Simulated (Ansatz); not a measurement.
# Ti19Al5: the cost of one run

Method: DFT PBE, scalar-relativistic, plane waves, PAW, in Ansatz 0.2.0.

### 1 The structure to begin with

The cell holds 24 atoms (Al5Ti19): a = 7.771 Å, b = 7.671 Å, c = 7.440 Å, α = 89.57°, β = 86.51°, γ = 91.90°.

It is the last frame of an earlier stage of the same melt, run at 1000 K.

The coordinates stand in the first input below.

### 2 Langevin stage at 300 K

One k point, a Fermi-Dirac width of 0.050 eV and a fixed cell.

File input.yaml:

```yaml
crystal:
  lattice:
    - [7.766553, -0.128644, 0.232017]
    - [-0.128644, 7.669709, 0.030364]
    - [0.232017, 0.030364, 7.436665]
  atoms:
    - { symbol: Ti, position: [0.8609500265, 0.3946710487, 0.2486690904] }
    - { symbol: Ti, position: [0.4311650119, 0.1079684145, 0.4318610631] }
    - { symbol: Ti, position: [0.737012371, 0.91393535, 0.8545355219] }
    - { symbol: Ti, position: [0.4004293403, 0.2464565868, 0.7535974389] }
    - { symbol: Ti, position: [0.1023570333, 0.7937345355, 0.2026653991] }
    - { symbol: Ti, position: [0.116890457, 0.1688506107, 0.2845904764] }
    - { symbol: Ti, position: [0.5439539786, 0.2891280114, 0.0869015105] }
    - { symbol: Ti, position: [0.2108796692, 0.4094440473, 0.031872743] }
    - { symbol: Ti, position: [0.8889821784, 0.2953645314, 0.8841946085] }
    - { symbol: Ti, position: [0.8566281615, 0.7569878144, 0.4697570463] }
    - { symbol: Ti, position: [0.260939324, 0.7820459773, 0.5416530307] }
    - { symbol: Ti, position: [0.5535740843, 0.8686219345, 0.6154052073] }
    - { symbol: Ti, position: [0.0999172826, 0.0506777126, 0.9628316193] }
    - { symbol: Ti, position: [0.4841622802, 0.8147160198, 0.2456946758] }
    - { symbol: Ti, position: [0.8056451315, 0.0030025747, 0.1878844716] }
    - { symbol: Ti, position: [0.0734555441, 0.4316142366, 0.5633208504] }
    - { symbol: Ti, position: [0.7381390449, 0.1742006881, 0.5669500981] }
    - { symbol: Ti, position: [0.3934660047, 0.6050966818, 0.8665577075] }
    - { symbol: Ti, position: [0.7669176921, 0.6279806713, 0.0772873287] }
    - { symbol: Al, position: [0.5090749574, 0.4748309901, 0.4322356129] }
    - { symbol: Al, position: [0.0365243404, 0.6803205768, 0.8458098462] }
    - { symbol: Al, position: [0.0329076229, 0.0492737674, 0.6266107149] }
    - { symbol: Al, position: [0.7025635521, 0.5230603264, 0.7247092519] }
    - { symbol: Al, position: [0.4228001888, 0.970518176, 0.9591738014] }
  symmetry: { detect: false }
basis:
  ecutwfc: 420
  xc_grid: 1
kpoints:
  mp_grid: { grid: [1, 1, 1], shift: [0.25, 0.25, 0.25] }
hamiltonian:
  xc: pbe
scf:
  occupations: { method: fermi_dirac, width: 0.05 }
  lower_state_search: "off"
  convergence: { dr2_threshold: 1.0e-05 }
output:
  forces: true
  stress: true
md:
  timestep: 3.0
  n_steps: 33
  ensemble: nvt_langevin
  friction: 0.015
  temperature: 300.0
  initial_velocities: maxwell_boltzmann
  seed: 3864
```

The run is started by

```
$ ansatz run input.yaml --threads 2 --pin off --max-ram 5120MiB --backend cpu --events-out ev --progress --plain --runs-dir out
```

**Question.** How long does this run take on 2 threads of Intel Xeon at 2.50GHz (Skylake/Cascade Lake), shared host, and how much memory does it need?

About 4.3 min, with a peak of 0.71 GiB.
